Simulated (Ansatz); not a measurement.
# AlH2Se− (SMILES [AlH2][Se-]): functionals against CCSD(T) at one geometry

The task here is to estimate one member of a computed series from the others.

Computed with Ansatz 0.2.0, Gaussian basis. Level: single points in def2-TZVPPD.

Correlated methods freeze the cores. Filled d shells of the heavier atoms are correlated.

## Starting geometry

SMILES `[AlH2][Se-]`, 4 atoms, charge -1, spin multiplicity 1.

Atoms are counted from 1 here; the program's logs count them from 0.

Bond lengths: Al1–Se2 2.092 Å, Al1–H3 1.653 Å, Al1–H4 1.734 Å. Angles: Se2–Al1–H3 129.2°, Se2–Al1–H4 127.8°, H3–Al1–H4 102.7°.

Coordinates:

```xyz
4

Al   -0.05300    0.01420    0.06930
Se    1.76160    0.70280    0.85020
H    -1.18690    0.82890   -0.81580
H    -0.65780   -1.61140    0.05870
```

Set-up of the first run:

run/in.yaml

```yaml
crystal:
  periodic: [false, false, false]
  atoms:
    - {symbol: Al, position_ang: [-0.053000, 0.014200, 0.069300]}
    - {symbol: Se, position_ang: [1.761600, 0.702800, 0.850200]}
    - {symbol: H, position_ang: [-1.186900, 0.828900, -0.815800]}
    - {symbol: H, position_ang: [-0.657800, -1.611400, 0.058700]}
basis:
  gaussian: {orbitals: "def2-TZVPPD.json"}
total_charge: -1
correlation: {method: ccsd_t}
output: {forces: true}
```

The basis file named in the input lies beside it (Basis Set Exchange, JSON).

The command line of these runs was not kept.

Steps of the session up to this table: CCSD(T)/def2-TZVPPD; PBE0-D4/def2-TZVPPD; wB97M-V/def2-TZVPPD; r2SCAN-D4/def2-TZVPPD; PBE-D4/def2-TZVPPD; BHLYP-D4/def2-TZVPPD; LC-wPBE/def2-TZVPPD.

One table of the session follows, with a row left open; its other results are not shown here.

```
   method  RMS force component (eV/Å)  angle to CCSD(T) forces (°)
  CCSD(T)                       1.383                    reference
  PBE0-D4                       1.279                          0.7
  wB97M-V                       1.274                          2.8
r2SCAN-D4                       1.290                          0.7
   PBE-D4                           ?                            ?
 BHLYP-D4                       1.306                          4.1
  LC-wPBE                       1.184                          4.2
```

**Question.** Estimate the row for PBE-D4.

The run gave: RMS force component (eV/Å): 1.334; angle to CCSD(T) forces (°): 3.4. In the column «RMS force component (eV/Å)» it lies between BHLYP-D4 (1.306) and CCSD(T) (1.383).
